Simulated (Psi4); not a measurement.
# B2PH3SO (SMILES B1OBSP1): PBE0/6-31G(d) (density fitting, Cartesian functions, sweep point 5)

Wanted: energy and gradient of B2PH3SO. Input form: a Python script.

The results are computed with Psi4 1.11.

6 further runs of the same task are left out: 6 set aside as unsound or not needed.

**1. The molecule**

B2PH3SO: 8 atoms, total charge 0, spin state singlet. As SMILES, `B1OBSP1`. Geometry: relaxed at PBE0-D4/def2-TZVP. This is one conformer, not always the lowest.

Bond lengths: B1–O2 1.361 Å, O2–B3 1.380 Å, B3–S4 1.796 Å, B1–P5 1.928 Å, S4–P5 2.136 Å, B1–H6 1.194 Å, B3–H7 1.190 Å, P5–H8 1.424 Å. Some angles: B1–O2–B3 119.1°, O2–B1–P5 115.1°, O2–B3–S4 118.4°, B3–S4–P5 94.8°, B1–P5–S4 91.8°, O2–B1–H6 120.3°, P5–B1–H6 124.6°, O2–B3–H7 120.4°, S4–B3–H7 121.2°, B1–P5–H8 92.2°.

**2. Energy and forces at PBE0/6-31G(d) (density fitting, Cartesian functions, sweep point 5)**

Input file b2h3ops.py:

```python
import psi4

psi4.set_memory(1600000000)
psi4.set_num_threads(1)
psi4.core.set_output_file('run.log', False)

mol = psi4.geometry("""
B     -0.543500     0.925000     0.366900
O      0.785500     0.716800     0.574000
B      1.403800    -0.345600    -0.052500
S      0.410500    -1.417600    -1.096800
P     -1.355800    -0.225200    -0.950400
H     -1.118600     1.785400     0.962000
H      2.569500    -0.536500     0.094500
H     -2.059300    -0.959600     0.046400
units angstrom
symmetry c1
""")

options = {'basis': '6-31G*', 'scf_type': 'df', 'guess': 'modhuckel'}
psi4.set_options(options)

E = psi4.gradient('pbe0')
print('gradient / Eh bohr^-1')
print(E.np.round(6))
```

On the command line:

```
$ python b2h3ops.py
```

run.log:

```text
[...]
  Running in c1 symmetry.
[...]
  Nuclear repulsion =  247.769645163598625
[...]
  Multiplicity = 1
[...]
  Nalpha       = 26
  Nbeta        = 26
[...]
    Number of basis functions: 89
[...]
   @DF-RKS iter   1:  -864.83512109876972   -8.64835e+02   2.16264e-02 ADIIS/DIIS
[...]
   @DF-RKS iter  14:  -865.93932225876972   -2.95586e-12   3.60805e-09 DIIS
[...]
    Orbital Energies [Eh]
    ---------------------
    Doubly Occupied:
       1A    -89.045900     2A    -77.243563     3A    -19.279875
       4A     -8.018943     5A     -6.849356     6A     -6.846588
       7A     -6.634037     8A     -5.955766     9A     -5.951619
      10A     -5.949334    11A     -4.771616    12A     -4.768614
      13A     -4.765299    14A     -1.089743    15A     -0.790933
      16A     -0.656464    17A     -0.597064    18A     -0.497453
      19A     -0.480691    20A     -0.448418    21A     -0.425498
      22A     -0.389318    23A     -0.343258    24A     -0.335462
      25A     -0.310435    26A     -0.273059
[...]
  @DF-RKS Final Energy:  -865.93932225876972
   => Energetics <=
    Nuclear Repulsion Energy =            247.7696451635986250
    One-Electron Energy =               -1686.3608341064525575
    Two-Electron Energy =                 622.8727396298017993
    DFT Exchange-Correlation Energy =     -50.2208729457175380
    Empirical Dispersion Energy =           0.0000000000000000
    VV10 Nonlocal Energy =                  0.0000000000000000
    Total Energy =                       -865.9393222587697210
[...]
 Multipole Moments:
 ------------------------------------------------------------------------------------
     Multipole            Electronic (a.u.)      Nuclear  (a.u.)        Total (a.u.)
 ------------------------------------------------------------------------------------
 L = 1.  Multiply by 2.5417464519 to convert [e a0] to [Debye]
 Dipole X            :         -0.1396368           -0.1275842           -0.2672209
 Dipole Y            :          0.2520025           -0.1027735            0.1492289
 Dipole Z            :         -1.2148755            1.5902731            0.3753976
 Magnitude           :                                                    0.4843549
[...]
  -Total Gradient:
     Atom            X                  Y                   Z
    ------   -----------------  -----------------  -----------------
       1        0.000580643840    -0.002111402879    -0.000461321243
       2       -0.000742246381    -0.001021234232    -0.001136412040
       3       -0.002356012551     0.000332206120    -0.000339342224
       4       -0.002494835626     0.003650102478     0.002244653121
       5        0.004325422032    -0.000840910638     0.000654353101
       6        0.000030411309    -0.000503129168    -0.000491201780
       7       -0.000602443088    -0.000094646833    -0.000385782497
       8        0.001238232578     0.000597472811    -0.000066731944
[...]
```

The script printed:

```text
gradient / Eh bohr^-1
[[ 5.810e-04 -2.111e-03 -4.610e-04]
 [-7.420e-04 -1.021e-03 -1.136e-03]
 [-2.356e-03  3.320e-04 -3.390e-04]
 [-2.495e-03  3.650e-03  2.245e-03]
 [ 4.325e-03 -8.410e-04  6.540e-04]
 [ 3.000e-05 -5.030e-04 -4.910e-04]
 [-6.020e-04 -9.500e-05 -3.860e-04]
 [ 1.238e-03  5.970e-04 -6.700e-05]]
```

Wall time 6.6 s (1 thread of Intel Xeon 6975P-C (Granite Rapids), shared host); peak memory 0.62 GiB.

**3. Outcome**

Level: PBE0/6-31G* (density fitting, Cartesian functions, sweep point 5).

```
                quantity          value
            total energy  -865.93932 Eh
           dipole moment         1.23 D
             HOMO energy       -7.43 eV
             LUMO energy       -1.38 eV
           HOMO–LUMO gap        6.05 eV
largest force on an atom     0.255 eV/Å
```

**Reading.** The largest force is 0.25 eV/Å: the shape isn't a stationary point for this species at this level.
